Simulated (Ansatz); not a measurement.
# Ag: the cost of one run

Computed with Ansatz 0.2.0 (DFT PBE, scalar-relativistic, plane waves, PAW, unless a step's input says otherwise).

## 1. The structure to begin with

Symmetry: Pmma, No. 51, orthorhombic system. Conventional cell: a = 4.446 Å, b = 14.000 Å, c = 4.458 Å, α = 90.00°, β = 90.00°, γ = 90.00°. Around Ag (site symmetry mm2) lie 4 Ag at 3.04 to 3.26 Å.

Coordinates:

```cif
data_structure
_symmetry_space_group_name_H-M 'P 1'
_symmetry_Int_Tables_number 1
_cell_length_a 4.4464
_cell_length_b 4.4583
_cell_length_c 14.0000
_cell_angle_alpha 90.000
_cell_angle_beta 90.000
_cell_angle_gamma 90.000
_cell_volume 277.53
loop_
_atom_site_label
_atom_site_type_symbol
_atom_site_fract_x
_atom_site_fract_y
_atom_site_fract_z
_atom_site_occupancy
Ag1 Ag 0.25000 0.76737 0.50000 1
Ag2 Ag 0.75000 0.23263 0.50000 1
```

The cell is invented: species swapped into a sheet modelled on a layer of Bi. The dimensions are guesses.

Only a and b are periodic; c spans vacuum, so the box's volume, pressure and space group aren't properties of the sheet.

## 2. Probe: one point on a coarse mesh

input.yaml reads:

```yaml
crystal:
  lattice:
    - [4.4464103, 0.0, 0.0]
    - [0.0, 4.45826014, 0.0]
    - [0.0, 0.0, 14.0]
  atoms:
    - { symbol: Ag, position: [0.25, 0.76737275, 0.5] }
    - { symbol: Ag, position: [0.75, 0.23262725, 0.5] }
  periodic: [true, true, false]
basis:
  ecutwfc: 420
kpoints:
  mp_grid: { grid: [4, 4, 1] }
hamiltonian:
  xc: pbe
scf:
  occupations: { method: gaussian, width: 0.1 }
  lower_state_search: "off"
output:
  forces: true
  stress: true
  eigenvalues: true
```

Launch:

```bash
$ ansatz run input.yaml --threads 1 --pin off --max-ram 2048MiB --backend cpu --events-out ev --progress --plain --runs-dir out
```

**Question.** How long does this run take on 1 thread of Intel Xeon Platinum 8488C (Sapphire Rapids), shared host, and how much memory does it need?

About 3.8 s, with a peak of 0.58 GiB.
